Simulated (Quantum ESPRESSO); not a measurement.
**In3As: equation of state with r2SCAN**

Crystal: In3As.

```
CELL_PARAMETERS angstrom
4.67168 0.00000 0.00000
0.00000 4.67168 0.00000
0.00000 0.00000 4.67168
ATOMIC_POSITIONS crystal
In 0.50000 0.50000 0.00000
In 0.50000 0.00000 0.50000
In 0.00000 0.50000 0.50000
As 0.00000 0.00000 0.00000
```

The cell comes from a database or a generator and needn't be the stable form of this composition.

```
Program             : Quantum ESPRESSO 7.5
Task                : equation of state
Functional          : r2SCAN
Potentials or basis : SG15 PBE 1.2
Cutoff              : 952 eV
Density cutoff      : 3810 eV
k mesh              : 5 × 5 × 5
Occupations         : fermi-dirac, width 0.05 eV
Spin                : no spin polarisation
Symmetry            : off
Mixing beta         : 0.5
Most SCF iterations : 120
SCF threshold       : 1e-08 Ry
```

```
Equilibrium volume                      : 24.96 Å³/atom
Bulk modulus                            : 48 GPa
Pressure derivative of the bulk modulus : 4.4 (rough: it moves with the points fitted)
```

Energy against volume, from the lowest point:
```csv
volume (Å³/atom),energy (meV/atom)
23.960,6.49
24.470,1.55
24.980,0.00
25.489,1.59
25.999,5.99
26.509,12.86
27.019,21.92
```

All runs of the series together: 32 min on 2 threads of Arm Neoverse V2 (shared host).

Caveat: the potentials were made for another functional, which shifts forces and pressure.
